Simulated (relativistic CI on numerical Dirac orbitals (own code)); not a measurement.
# Ru⁺: one ion under different settings

Aim: see what numerical and physical settings do to the SCF, the total energy and the lowest levels of Ru⁺.

Method: Dirac-Coulomb-Breit CI, KLI orbitals optimised for each configuration, model QED (radiative potential, 1s self-energy scaled to tabulated hydrogen-like ionisation energies), numerical settings as typed. Code: relativistic CI on numerical Dirac orbitals (own code) version 3.

### 1 The system

```
ion            : Ru⁺ (Ru II)
nuclear charge : 44
electrons      : 43
isotope        : A = 102
```

### 2 Usual settings

Settings, as recorded:

```ini
atom Ru  Z=44  charge=1  electrons=43
nucleus A=102  rms_radius_fm=4.4809
hamiltonian dirac-coulomb  breit=on  qed=on  c_scale=1
orbitals kli  potential=per-configuration
slater_scale 1
correlation none
mixing on
grid step=0.0125 r_max=100.6
scf mixing=0.4 start=green max_iterations=150 tolerance=2e-08 node_fill=0.05
configurations
  [Kr] 4d7
  [Kr] 4d6 5s
  [Kr] 4d6 5p
end
```

On the command line:

```sh
$ python run_levels.py task.json out
```

task.json lists these runs, among others, and the program works through them in turn.

### 3 Nuclear radius 4.0328

The settings differ from step 2 so:

```diff
@@ -1,3 +1,3 @@
 atom Ru  Z=44  charge=1  electrons=43
-nucleus A=102  rms_radius_fm=4.4809
+nucleus A=102  rms_radius_fm=4.0328
 hamiltonian dirac-coulomb  breit=on  qed=on  c_scale=1
```

### 4 Potential mixing 0.2, end of the grid 150.9, grid step 0.04

Settings, as recorded:

```ini
atom Ru  Z=44  charge=1  electrons=43
nucleus A=102  rms_radius_fm=4.4809
hamiltonian dirac-coulomb  breit=on  qed=on  c_scale=1
orbitals kli  potential=per-configuration
slater_scale 1
correlation none
mixing on
grid step=0.04 r_max=150.9
scf mixing=0.2 start=green max_iterations=150 tolerance=2e-08 node_fill=0.05
configurations
  [Kr] 4d7
  [Kr] 4d6 5s
  [Kr] 4d6 5p
end
```

### 5 Grid step 0.006

The settings differ from step 4 so:

```diff
@@ -7,4 +7,4 @@
 mixing on
-grid step=0.04 r_max=150.9
-scf mixing=0.2 start=green max_iterations=150 tolerance=2e-08 node_fill=0.05
+grid step=0.006 r_max=100.6
+scf mixing=0.4 start=green max_iterations=150 tolerance=2e-08 node_fill=0.05
 configurations
```

### 6 Speed-of-light factor 10, iteration limit 30, grid step 0.008

Settings, as recorded:

```ini
atom Ru  Z=44  charge=1  electrons=43
nucleus A=102  rms_radius_fm=4.4809
hamiltonian dirac-coulomb  breit=on  qed=on  c_scale=10
orbitals kli  potential=per-configuration
slater_scale 1
correlation none
mixing on
grid step=0.008 r_max=100.6
scf mixing=0.4 start=green max_iterations=30 tolerance=2e-08 node_fill=0.05
configurations
  [Kr] 4d7
  [Kr] 4d6 5s
  [Kr] 4d6 5p
end
```

(Steps that only read results are left out.)

Before running it: what results should come out? Wanted: lowest level, usual settings; total energy; first excitation.

**Answer**, as computed:

| setting | total energy less usual (Ha) | largest shift of a level among the lowest eight of both runs, same label and place (cm⁻¹) | SCF iterations | time | lowest level | kind of change |
| --- | --- | --- | --- | --- | --- | --- |
| usual | 0 | 0 | 37 | 0.23 s | 4d7 4F9/2 | - |
| nuclear radius 4.0328 | -0.0133 | 0.561 | 37 | 0.22 s | 4d7 4F9/2 | unphysical constant |
| potential mixing 0.2, end of the grid 150.9, grid step 0.04 | 0.000422 | 0.0902 | 42 | 0.1 s | 4d7 4F9/2 | numerical |
| grid step 0.006 | -0.000101 | 0.0119 | 37 | 0.42 s | 4d7 4F9/2 | numerical |
| speed-of-light factor 10, iteration limit 30, grid step 0.008 | 83.6 | 6450 | 35 | 0.31 s | 4d7 4F9/2 | unphysical constant |

| quantity | value |
| --- | --- |
| lowest level, usual settings | 4d7 4F9/2 |
| total energy | -4524.3659 Ha |
| first excitation | 1386.0 cm⁻¹ |

**Reading.** Among the runs whose levels can be followed, they move most under «speed-of-light factor 10, iteration limit 30, grid step 0.008» (unphysical constant), by up to 6450 cm⁻¹. Only the listed configurations are in the model. Near neutrality, missing correlation can shift configurations against each other by thousands of cm⁻¹.
